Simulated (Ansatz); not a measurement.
**C6H14Te (diisopropyl telluride) at 6 levels**

Aim: a comparison of 6 runs (HF/STO-3G, HF/3-21G, HF/def2-SVP, B2PLYP/3-21G, PBE/def2-SVP, BLYP/def2-SVPD) of C6H14Te (diisopropyl telluride). 

The calculation is run with Ansatz 0.2.0.

4 further runs of the same task are left out: 2 that didn't finish, 2 set aside as unsound or not needed. Runs told in other sessions of the task aren't counted.

## (1) Starting point

C6H14Te: 21 atoms, total charge 0, spin state singlet. As SMILES, `CC(C)[Te]C(C)C`. The shape is that of a PBE0-D4/def2-TZVP optimisation. This is one conformer, not always the lowest.

Some bond lengths: C1–C2 1.516 Å, C2–C3 1.516 Å, C2–Te4 2.170 Å, Te4–C5 2.170 Å, C5–C6 1.517 Å, C5–C7 1.516 Å, C1–H8 1.093 Å, C1–H9 1.096 Å, C1–H10 1.091 Å, C2–H11 1.094 Å, C3–H12 1.094 Å, C3–H13 1.090 Å, C3–H14 1.097 Å, C5–H15 1.093 Å, C6–H16 1.094 Å, C6–H17 1.096 Å. Some angles: C1–C2–C3 112.4°, C1–C2–Te4 112.3°, C3–C2–Te4 111.7°, C2–Te4–C5 96.8°, Te4–C5–C6 109.6°, Te4–C5–C7 111.9°, C6–C5–C7 112.1°, C1–C2–H11 109.4°, C3–C2–H11 109.5°, Te4–C2–H11 101.0°.

## (2) Energy and forces at HF/STO-3G (run 1)

Contents of input.yaml:

```yaml
crystal:
  periodic: [false, false, false]
  atoms:
    - {symbol: C, position_ang: [2.254290, -0.190590, -0.068830]}
    - {symbol: C, position_ang: [1.339800, -1.238250, -0.672510]}
    - {symbol: C, position_ang: [0.920110, -2.289910, 0.336040]}
    - {symbol: Te, position_ang: [-0.373000, -0.356750, -1.671810]}
    - {symbol: C, position_ang: [-1.136710, 0.735990, 0.040880]}
    - {symbol: C, position_ang: [-2.650360, 0.635230, 0.073730]}
    - {symbol: C, position_ang: [-0.659790, 2.175490, 0.051870]}
    - {symbol: H, position_ang: [1.762800, 0.343070, 0.748970]}
    - {symbol: H, position_ang: [3.147260, -0.668740, 0.350360]}
    - {symbol: H, position_ang: [2.574340, 0.544710, -0.808270]}
    - {symbol: H, position_ang: [1.846760, -1.721070, -1.513240]}
    - {symbol: H, position_ang: [0.339440, -1.851040, 1.152250]}
    - {symbol: H, position_ang: [0.312840, -3.070820, -0.122650]}
    - {symbol: H, position_ang: [1.804890, -2.758010, 0.783680]}
    - {symbol: H, position_ang: [-0.718040, 0.195980, 0.894550]}
    - {symbol: H, position_ang: [-3.098200, 1.080680, -0.819430]}
    - {symbol: H, position_ang: [-3.044770, 1.179680, 0.939160]}
    - {symbol: H, position_ang: [-2.986760, -0.400510, 0.135170]}
    - {symbol: H, position_ang: [0.428190, 2.248270, 0.043130]}
    - {symbol: H, position_ang: [-1.029880, 2.689140, 0.947590]}
    - {symbol: H, position_ang: [-1.033230, 2.717490, -0.820660]}
basis:
  gaussian:
    orbitals: STO-3G
hamiltonian:
  xc: hf
accuracy: high
output:
  forces: true
  orbitals: {seedname: orbitals}
```

Launch:

```
$ ansatz run input.yaml --threads 1 --pin off --max-ram 3480MiB --events-out events.jsonl --progress --plain --runs-dir runs
```

The program printed, shortened:

```text
Warning: RAYON_NUM_THREADS=1 ignored (pool sized by the plan → 1); use --threads N
Functional definition: HF
  name "HF"
[...]
1441 factors; integrals over basis functions are off by at most 4.5e-9 eV
[...]
mean field -184486.23691329 eV, -6779.7441573008 hartree, gradient 1.5e-8 eV, S^2 0.000000; 0 other end points of the search recorded, 0 dependent functions left out
[...]
reference -184486.23691329 eV, -6779.7441573008 hartree; 51, 51 occupied and 20, 20 virtual orbitals, 1441 factors
Total energy: -184486.23691329 eV, -6779.7441573008 hartree
Atom 0 at     2.254290    -0.190590    -0.068830 Å, force     1.010026     0.718111     0.840243 eV/Å
Atom 1 at     1.339800    -1.238250    -0.672510 Å, force    -0.858337     0.158760    -1.890753 eV/Å
Atom 2 at     0.920110    -2.289910     0.336040 Å, force    -0.045726    -0.946701     1.177945 eV/Å
Atom 3 at    -0.373000    -0.356750    -1.671810 Å, force     0.016680     0.057087    -0.025878 eV/Å
Atom 4 at    -1.136710     0.735990     0.040880 Å, force     1.077154    -1.592978    -0.510592 eV/Å
Atom 5 at    -2.650360     0.635230     0.073730 Å, force    -1.461138     0.304066     0.268315 eV/Å
Atom 6 at    -0.659790     2.175490     0.051870 Å, force     0.157792     1.466847     0.233363 eV/Å
Atom 7 at     1.762800     0.343070     0.748970 Å, force     0.160782    -0.169048    -0.257456 eV/Å
Atom 8 at     3.147260    -0.668740     0.350360 Å, force    -0.258533     0.203662    -0.173036 eV/Å
Atom 9 at     2.574340     0.544710    -0.808270 Å, force    -0.057272    -0.210030     0.135858 eV/Å
Atom 10 at     1.846760    -1.721070    -1.513240 Å, force     0.149127    -0.011293     0.492023 eV/Å
Atom 11 at     0.339440    -1.851040     1.152250 Å, force     0.185805    -0.137866    -0.252119 eV/Å
Atom 12 at     0.312840    -3.070820    -0.122650 Å, force     0.176367     0.159620     0.052608 eV/Å
Atom 13 at     1.804890    -2.758010     0.783680 Å, force    -0.332500     0.095246    -0.158328 eV/Å
Atom 14 at    -0.718040     0.195980     0.894550 Å, force    -0.273780     0.402291     0.018197 eV/Å
Atom 15 at    -3.098200     1.080680    -0.819430 Å, force     0.173610    -0.142952     0.269484 eV/Å
Atom 16 at    -3.044770     1.179680     0.939160 Å, force     0.072419    -0.242330    -0.249472 eV/Å
Atom 17 at    -2.986760    -0.400510     0.135170 Å, force     0.115217     0.228913     0.028400 eV/Å
Atom 18 at     0.428190     2.248270     0.043130 Å, force    -0.256899    -0.052352     0.054446 eV/Å
Atom 19 at    -1.029880     2.689140     0.947590 Å, force     0.173438    -0.135296    -0.318361 eV/Å
Atom 20 at    -1.033230     2.717490    -0.820660 Å, force     0.075770    -0.153758     0.265114 eV/Å
Dipole moment:     0.128930     0.019941     0.344321 e Å
```

It took 6.9 s on 1 thread of Arm Neoverse V2, shared host; peak memory 0.23 GiB.

## (3) Energy and forces at HF/3-21G (run 2)

Contents of run.yaml:

```yaml
crystal:
  periodic: [false, false, false]
  atoms:
    - symbol: C
      position_ang: [2.254290, -0.190590, -0.068830]
    - symbol: C
      position_ang: [1.339800, -1.238250, -0.672510]
    - symbol: C
      position_ang: [0.920110, -2.289910, 0.336040]
    - symbol: Te
      position_ang: [-0.373000, -0.356750, -1.671810]
    - symbol: C
      position_ang: [-1.136710, 0.735990, 0.040880]
    - symbol: C
      position_ang: [-2.650360, 0.635230, 0.073730]
    - symbol: C
      position_ang: [-0.659790, 2.175490, 0.051870]
    - symbol: H
      position_ang: [1.762800, 0.343070, 0.748970]
    - symbol: H
      position_ang: [3.147260, -0.668740, 0.350360]
    - symbol: H
      position_ang: [2.574340, 0.544710, -0.808270]
    - symbol: H
      position_ang: [1.846760, -1.721070, -1.513240]
    - symbol: H
      position_ang: [0.339440, -1.851040, 1.152250]
    - symbol: H
      position_ang: [0.312840, -3.070820, -0.122650]
    - symbol: H
      position_ang: [1.804890, -2.758010, 0.783680]
    - symbol: H
      position_ang: [-0.718040, 0.195980, 0.894550]
    - symbol: H
      position_ang: [-3.098200, 1.080680, -0.819430]
    - symbol: H
      position_ang: [-3.044770, 1.179680, 0.939160]
    - symbol: H
      position_ang: [-2.986760, -0.400510, 0.135170]
    - symbol: H
      position_ang: [0.428190, 2.248270, 0.043130]
    - symbol: H
      position_ang: [-1.029880, 2.689140, 0.947590]
    - symbol: H
      position_ang: [-1.033230, 2.717490, -0.820660]
basis:
  gaussian:
    orbitals: 3-21G-spherical.json
output:
  forces: true
  orbitals: {seedname: orbitals}
magnetization:
  spin_polarized: false
hamiltonian:
  xc: hf
accuracy: high
```

The basis set 3-21G is read from a file made from the Basis Set Exchange's data (not shown).

Launch:

```
$ ansatz run run.yaml --threads 1 --pin off --max-ram 3480MiB --events-out events.jsonl --progress --plain --runs-dir runs
```

The program printed:

```text
Warning: RAYON_NUM_THREADS=1 ignored (pool sized by the plan → 1); use --threads N
[... 13 lines left out ...]
Total energy: -185493.52838587 eV, -6816.7614361514 hartree
[... 21 lines left out ...]
Dipole moment:     0.123533     0.017797     0.330958 e Å
```

It took 11 s on 1 thread of Arm Neoverse V2, shared host; peak memory 0.53 GiB.

Runs 3 to 5 aren't shown in full; the table further down has their settings and results.

## (4) Energy and forces at BLYP/def2-SVPD (core potential) (run 6)

input.yaml: that of step 2 with these lines changed.

```diff
@@ -1 +1,4 @@
+basis:
+  gaussian:
+    orbitals: def2-SVPD
 crystal:
@@ -24,10 +27,8 @@
     - {symbol: H, position_ang: [-1.033230, 2.717490, -0.820660]}
-basis:
-  gaussian:
-    orbitals: STO-3G
+magnetization:
+  spin_polarized: false
+  initial_magnetization: 0
 hamiltonian:
-  xc: hf
+  xc: {name: BLYP}
 accuracy: high
-output:
-  forces: true
-  orbitals: {seedname: orbitals}
+output: {forces: true, orbitals: {seedname: orbitals}}
```

Launch:

```
$ ansatz run input.yaml --threads 1 --pin off --max-ram 3480MiB --events-out events.jsonl --progress --plain --runs-dir runs
```

The program printed:

```text
Warning: RAYON_NUM_THREADS=1 ignored (pool sized by the plan → 1); use --threads N
[... 18 lines left out ...]
Total energy: -13733.49925814 eV, -504.6967888364 hartree
[... 21 lines left out ...]
Dipole moment:     0.117302     0.007113     0.295632 e Å
```

It took 1.8 min on 1 thread of Arm Neoverse V2, shared host; peak memory 2.6 GiB.

## (5) All runs side by side

```
run                            level  core potential  frozen core orbitals   energy (Eh)  dipole moment (D)  HOMO energy (eV)  LUMO energy (eV)  wall time
  1                        HF/STO-3G            none                     –  -6779.744157               1.77             -5.74              8.17      6.9 s
  2                         HF/3-21G            none                     –  -6816.761436               1.70             -7.61              3.41       11 s
  3     HF/def2-SVP (core potential)        def2-SVP                     –   -502.166751               1.65             -7.72              3.25       39 s
  4                     B2PLYP/3-21G            none                    24  -6820.035989               1.61             -6.12              1.38       76 s
  5    PBE/def2-SVP (core potential)        def2-SVP                     –   -504.548264               1.44             -4.39             -0.89       47 s
  6  BLYP/def2-SVPD (core potential)       def2-SVPD                     –   -504.696789               1.53             -4.37             -1.09    1.8 min
```

## (6) Summary of results

| quantity | value |
| --- | --- |
| run 6: total energy | -504.69679 Eh |
| run 6: dipole moment | 1.53 D |
| run 6: HOMO energy | -4.37 eV |
| run 6: LUMO energy | -1.09 eV |
| run 6: HOMO–LUMO gap | 3.28 eV |
| run 6: largest force on an atom | 1.344 eV/Å |

**Reading.** The dipole moment (its size) runs from 1.44 D (PBE/def2-SVP) to 1.77 D (HF/STO-3G). The two ends differ in method and basis and core potential. The HOMO–LUMO gap runs from 3.28 eV (BLYP/def2-SVPD) to 13.92 eV (HF/STO-3G). Totals of different functionals can't be ranked against each other. Some runs of one species differ in core potentials or relativity; totals across that change don't compare. In run 1 the basis is minimal, so the values are rough. In runs 1, 2, 4 relativity is left out where basis or elements ask for it. All runs together took 4.8 min, the longest 1.8 min.
